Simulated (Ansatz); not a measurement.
The system is SnTe3.

```xyz
4
Lattice="0.0000 3.8612 3.8612 3.8612 0.0000 3.8612 3.8612 3.8612 0.0000" Properties=species:S:1:pos:R:3 pbc="T T T"
Te    3.8612    3.8612    3.8612
Te    5.7918    5.7918    5.7918
Te    1.9306    1.9306    1.9306
Sn    0.0000    0.0000    0.0000
```

The cell comes from a database or a generator and needn't be the stable form of this composition.

```yaml
Program: Ansatz 0.2.0
Task: single point
Functional: PBEsol
Potentials_or_basis: all-electron LAPW, scalar-relativistic
Cutoff: 157 eV (chosen from the basis error)
Basis_error_allowed: 0.001 eV/atom
k_mesh: 6 × 6 × 6
Occupations: fermi-dirac, width 0.05 eV
Spin: no spin polarisation
```

On this cell: pressure -2.8 GPa; largest force zero by symmetry; band gap on the k mesh none (metal or under the smearing width).

The same run follows on a disturbed copy (atoms moved at random, drawn with an rms of 0.05 Å):

```
Te Sn
1.0
     0.00000    3.86122    3.86122
     3.86122    0.00000    3.86122
     3.86122    3.86122    0.00000
Te Sn
3 1
Direct
  0.50080 0.50963 0.48816
  0.75328 0.74682 0.74937
  0.24050 0.25636 0.25588
  0.99971 0.00010 0.99934
```

Task: What does the disturbed cell give?

Result: The energy (extrapolated to zero smearing) moves by -0.2 meV/atom; pressure -2.8 GPa; largest force 0.089 eV/Å; band gap on the k mesh none (metal or under the smearing width).

Forces on the atoms (eV/Å):
```
Te  -0.042 -0.027  0.036
Te   0.063  0.030 -0.056
Te  -0.002  0.050 -0.039
Sn  -0.020 -0.053  0.058
```

Stress tensor (GPa, compression positive):
```
-2.74  0.03  0.12
 0.03 -2.79 -0.30
 0.12 -0.30 -2.80
```
